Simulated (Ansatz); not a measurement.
# BHOSe (SMILES B1O[Se]1): single points off equilibrium

The task here is to estimate one member of a computed series from the others.

The runs use Ansatz 0.2.0, Gaussian basis; single points in def2-TZVPP.

Cores are frozen in the correlated methods. Filled d shells of the heavier atoms are correlated.

### The starting structure

SMILES `B1O[Se]1`, 4 atoms, charge 0, spin multiplicity 1.

Atoms are counted from 1 here; the program's logs count them from 0.

Bond lengths: B1–O2 1.296 Å, B1–Se3 1.935 Å, B1–H4 1.080 Å, O2–Se3 1.996 Å. Angles: O2–B1–Se3 73.4°, O2–B1–H4 147.0°, Se3–B1–H4 139.6°, B1–O2–Se3 68.2°, B1–Se3–O2 38.5°.

As a file:

```tsv
atom	x (Å)	y (Å)	z (Å)
B1	-0.2316	0.2358	-0.1985
O2	-0.5430	-0.9347	0.2629
Se3	1.4124	-0.5680	0.4289
H4	-0.5808	1.1571	-0.6403
```

Set-up of the first run:

File run/in.yaml:

```yaml
crystal:
  periodic: [false, false, false]
  atoms:
    - {symbol: B, position_ang: [-0.231600, 0.235800, -0.198500]}
    - {symbol: O, position_ang: [-0.543000, -0.934700, 0.262900]}
    - {symbol: Se, position_ang: [1.412400, -0.568000, 0.428900]}
    - {symbol: H, position_ang: [-0.580800, 1.157100, -0.640300]}
basis:
  gaussian: {orbitals: def2-TZVPP}
correlation: {method: ccsd_t}
output: {forces: true}
```

No record of the launch command was kept for these runs.

Among the steps run: CCSD(T)/def2-TZVPP; PBE0-D4/def2-TZVPP; wB97M-V/def2-TZVPP; r2SCAN-D4/def2-TZVPP; PBE-D4/def2-TZVPP; CAM-B3LYP-D4/def2-TZVPP; BLYP-D4/def2-TZVPP.

One of the session's tables, all rows but one given; the rest of the session is left out.

```
      method  RMS force component (eV/Å)  angle to CCSD(T) forces (°)  dipole (D)
     CCSD(T)                       1.232                    reference        1.60
     PBE0-D4                           ?                            ?           ?
     wB97M-V                       1.184                         17.2        1.69
   r2SCAN-D4                       1.254                          7.4        1.57
      PBE-D4                       1.310                          2.7        1.44
CAM-B3LYP-D4                       1.249                         20.4        1.73
     BLYP-D4                       1.250                         10.9        1.50
```

Estimate the missing values for PBE0-D4.

**Answer.** RMS force component (eV/Å): 1.290; angle to CCSD(T) forces (°): 15.4; dipole (D): 1.62. In the column «RMS force component (eV/Å)» it lies between r2SCAN-D4 (1.254) and PBE-D4 (1.310).
